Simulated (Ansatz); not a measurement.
# C2H4Ge: basis-set convergence

Aim: see how fast density functionals converge with the basis set for C2H4Ge.

Program: Ansatz 0.2.0, Gaussian basis. Level of theory: one geometry, several basis sets. These are calculated values, not measurements.

Levels to be run: PBE0-D4/def2-SVP; ωB97M-V/def2-SVP; PBE0-D4/def2-QZVPP; ωB97M-V/def2-QZVPP; the functionals' def2-TZVPP values are taken from earlier runs.

## Step 1: The relaxed structure

An earlier PBE0-D4 in a triple-zeta def2 set relaxation fixed the geometry.

SMILES `[CH]1=[CH][GeH2]1`, 7 atoms, charge 0, spin multiplicity 1.

Atoms are counted from 1 here; the program's logs count them from 0.

Bond lengths: C1–C2 1.320 Å, C1–Ge3 1.911 Å, C1–H4 1.084 Å, C2–Ge3 1.911 Å, C2–H5 1.084 Å, Ge3–H6 1.530 Å, Ge3–H7 1.530 Å. Angles: C2–C1–Ge3 69.8°, C2–C1–H4 137.4°, Ge3–C1–H4 152.8°, C1–C2–Ge3 69.8°, C1–C2–H5 137.4°, Ge3–C2–H5 152.8°, C1–Ge3–C2 40.4°, C1–Ge3–H6 120.1°, C1–Ge3–H7 120.1°, C2–Ge3–H6 120.1°, C2–Ge3–H7 120.1°, H6–Ge3–H7 115.3°.

## Step 2: PBE0-D4 in def2-SVP

in.yaml

```yaml
crystal:
  periodic: [false, false, false]
  atoms:
    - {symbol: C, position_ang: [-0.802782, -0.586621, -0.276414]}
    - {symbol: C, position_ang: [0.074109, 0.044900, -1.034634]}
    - {symbol: Ge, position_ang: [0.479495, 0.319734, 0.812278]}
    - {symbol: H, position_ang: [-1.677853, -1.209770, -0.418346]}
    - {symbol: H, position_ang: [0.259054, 0.185163, -2.093089]}
    - {symbol: H, position_ang: [0.114027, 1.641390, 1.490448]}
    - {symbol: H, position_ang: [1.615251, -0.462797, 1.474058]}
basis:
  gaussian: {orbitals: def2-SVP}
hamiltonian: {xc: pbe0, dispersion: d4}
output: {orbitals: {seedname: orbitals}}
```

Command:

```
$ ansatz run in.yaml --threads 2 --pin off --events-out ev --progress --plain --max-ram 4352MiB
```

The log of the run:

```text
Functional definition: PBE0
  name "PBE0"
  cite "Adamo & Barone, J. Chem. Phys. 110, 6158 (1999) doi:10.1063/1.478522"
  cite "Perdew, Burke & Ernzerhof, Phys. Rev. Lett. 77, 3865 (1996) doi:10.1103/PhysRevLett.77.3865"
  parent pbe
  parameter a = 0.25
  parameter kappa = 0.804
  parameter beta = 0.06672455060314922
  exchange = (1 - a)*pbe_x(kappa = kappa, mu = beta*pi^2/3) + a*exact_x
  correlation = pbe_c(beta = beta)
816 factors; integrals over basis functions are off by at most 1.1e-3 eV
mean field evaluation 1: about -58630.8875 eV, gradient 4.5e1 eV
mean field evaluation 2: about -58623.6358 eV, gradient 6.6e1 eV
mean field evaluation 4: about -58636.2226 eV, gradient 1.6e0 eV
mean field evaluation 8: about -58636.2798 eV, gradient 6.5e-2 eV
mean field evaluation 16: about -58636.2798 eV, gradient 7.7e-5 eV
mean field -58636.27982399 eV, -2154.8435384338 hartree, gradient 7.7e-5 eV, S^2 0.000000; 0 other end points of the search recorded, 0 dependent functions left out
reference -58636.27984804 eV, -2154.8435393176 hartree; 24, 24 occupied and 56, 56 virtual orbitals, 816 factors
Total energy: -58636.37755761 eV, -2154.8471300778 hartree
```

Wall time 1.2 s (2 threads of Intel Xeon 6975P-C, shared host).

## Step 3: ωB97M-V in def2-SVP

Changes to in.yaml since step 2:

```diff
@@ -12,3 +12,3 @@
   gaussian: {orbitals: def2-SVP}
-hamiltonian: {xc: pbe0, dispersion: d4}
+hamiltonian: {xc: {name: wB97M-V}}
 output: {orbitals: {seedname: orbitals}}
```

Launched as before.

The log of the run, cut to the lines that bear on the results:

```text
Functional definition: wB97M-V
  name "wB97M-V"
  cite "Mardirossian & Head-Gordon, J. Chem. Phys. 144, 214110 (2016) doi:10.1063/1.4952647"
  cite "Becke, J. Chem. Phys. 107, 8554 (1997) doi:10.1063/1.475007"
  cite "Vydrov & Van Voorhis, J. Chem. Phys. 133, 244103 (2010) doi:10.1063/1.3521275"
  # Of w^i u^j: cxij and so on, Table III.
[...]
  gx(w, u) = 1 - cx + cx01*u + cx10*w
  gss(w, u) = css00 + css04*u^4 + css10*w + css20*w^2 + css43*w^4*u^3
  gos(w, u) = cos00 + cos10*w + (cos20 + cos21*u)*w^2 + (cos60 + cos61*u)*w^6
[...]
      + integral(e_c_pw_mod_opposite_spin*gos(b97_w_opposite, b97_u_opposite)) + vv10(b, c)
816 factors; integrals over basis functions are off by at most 1.1e-3 eV
220 factors; integrals over basis functions are off by at most 6.3e-6 eV
[...]
mean field -58641.70519577 eV, -2155.0429171690 hartree, gradient 4.2e-5 eV, S^2 0.000000; 0 other end points of the search recorded, 0 dependent functions left out
reference -58641.70523266 eV, -2155.0429185247 hartree; 24, 24 occupied and 56, 56 virtual orbitals, 816 factors
Total energy: -58641.70523266 eV, -2155.0429185247 hartree
```

Wall time 3.3 s (2 threads of Intel Xeon 6975P-C, shared host).

## Step 4: PBE0-D4 in def2-QZVPP

Changes to in.yaml since step 3:

```diff
@@ -11,4 +11,4 @@
 basis:
-  gaussian: {orbitals: def2-SVP}
-hamiltonian: {xc: {name: wB97M-V}}
+  gaussian: {orbitals: "def2-QZVPP.json"}
+hamiltonian: {xc: pbe0, dispersion: d4}
 output: {orbitals: {seedname: orbitals}}
```

Launched as before.

The log of the run:

```text
Functional definition: PBE0
  name "PBE0"
  cite "Adamo & Barone, J. Chem. Phys. 110, 6158 (1999) doi:10.1063/1.478522"
  cite "Perdew, Burke & Ernzerhof, Phys. Rev. Lett. 77, 3865 (1996) doi:10.1103/PhysRevLett.77.3865"
  parent pbe
  parameter a = 0.25
  parameter kappa = 0.804
  parameter beta = 0.06672455060314922
  exchange = (1 - a)*pbe_x(kappa = kappa, mu = beta*pi^2/3) + a*exact_x
  correlation = pbe_c(beta = beta)
1146 factors; their error is unknown
mean field evaluation 1: about -58638.7239 eV, gradient 6.0e1 eV
mean field evaluation 2: about -58623.9105 eV, gradient 9.3e1 eV
mean field evaluation 4: about -58646.9152 eV, gradient 2.6e0 eV
mean field evaluation 8: about -58646.9294 eV, gradient 4.7e-2 eV
mean field evaluation 16: about -58647.0711 eV, gradient 3.3e-5 eV
mean field -58647.07114864 eV, -2155.2401123001 hartree, gradient 3.3e-5 eV, S^2 0.000000; 0 other end points of the search recorded, 0 dependent functions left out
reference -58647.07118423 eV, -2155.2401136077 hartree; 24, 24 occupied and 299, 299 virtual orbitals, 1146 factors
Total energy: -58647.16889379 eV, -2155.2437043679 hartree
```

It took 6 s on 2 threads of Intel Xeon 6975P-C, shared host; peak memory 0.79 GiB.

## Step 5: ωB97M-V in def2-QZVPP

Changes to in.yaml since step 4:

```diff
@@ -12,3 +12,3 @@
   gaussian: {orbitals: "def2-QZVPP.json"}
-hamiltonian: {xc: pbe0, dispersion: d4}
+hamiltonian: {xc: {name: wB97M-V}}
 output: {orbitals: {seedname: orbitals}}
```

Launched as before.

The log of the run, cut to the lines that bear on the results:

```text
Functional definition: wB97M-V
  name "wB97M-V"
  cite "Mardirossian & Head-Gordon, J. Chem. Phys. 144, 214110 (2016) doi:10.1063/1.4952647"
  cite "Becke, J. Chem. Phys. 107, 8554 (1997) doi:10.1063/1.475007"
  cite "Vydrov & Van Voorhis, J. Chem. Phys. 133, 244103 (2010) doi:10.1063/1.3521275"
  # Of w^i u^j: cxij and so on, Table III.
[...]
  gx(w, u) = 1 - cx + cx01*u + cx10*w
  gss(w, u) = css00 + css04*u^4 + css10*w + css20*w^2 + css43*w^4*u^3
  gos(w, u) = cos00 + cos10*w + (cos20 + cos21*u)*w^2 + (cos60 + cos61*u)*w^6
[...]
      + integral(e_c_pw_mod_opposite_spin*gos(b97_w_opposite, b97_u_opposite)) + vv10(b, c)
1134 factors; their error is unknown
263 factors; integrals over basis functions are off by at most 8.2e-6 eV
[...]
mean field -58652.55049103 eV, -2155.4414744188 hartree, gradient 1.4e-5 eV, S^2 0.000000; 0 other end points of the search recorded, 0 dependent functions left out
reference -58652.55054674 eV, -2155.4414764660 hartree; 24, 24 occupied and 299, 299 virtual orbitals, 1134 factors
Total energy: -58652.55054674 eV, -2155.4414764660 hartree
```

Run time: 12 s. Hardware: 2 threads of Intel Xeon 6975P-C, shared host; peak memory 0.96 GiB.

## Step 6: Density functionals: the series

The def2-TZVPP values come from earlier runs at the same geometry.

```tsv
functional	basis	functions	energy (eV)	from the largest (eV)	HOMO (eV)	LUMO (eV)
PBE0-D4	def2-SVP	80	-58636.3776	10.791	-6.96	0.13
PBE0-D4	def2-TZVPP	166	-58645.8249	1.344	-6.97	-0.09
PBE0-D4	def2-QZVPP	323	-58647.1689	0.000	-6.98	-0.17
ωB97M-V	def2-SVP	80	-58641.7052	10.845	-9.05	2.33
ωB97M-V	def2-TZVPP	166	-58651.2449	1.306	-9.08	2.07
ωB97M-V	def2-QZVPP	323	-58652.5505	0.000	-9.09	1.52
```

## Step 7: Summary of results

| quantity | value |
| --- | --- |
| PBE0-D4: double and triple zeta above quadruple | 10.79, 1.34 eV |
| ωB97M-V: double and triple zeta above quadruple | 10.85, 1.31 eV |

**Reading.** For PBE0-D4 the step from double to triple zeta gains 9.45 eV and the next only 1.34 eV. Total energies overstate the basis error of differences, where much of it tends to cancel. The LUMO of ωB97M-V is positive and keeps falling with the basis (2.33 to 1.52 eV): an unbound level that the basis holds in place.

For PBE0-D4 the largest set took about 5 times as long as the smallest (6 s against 1.2 s).
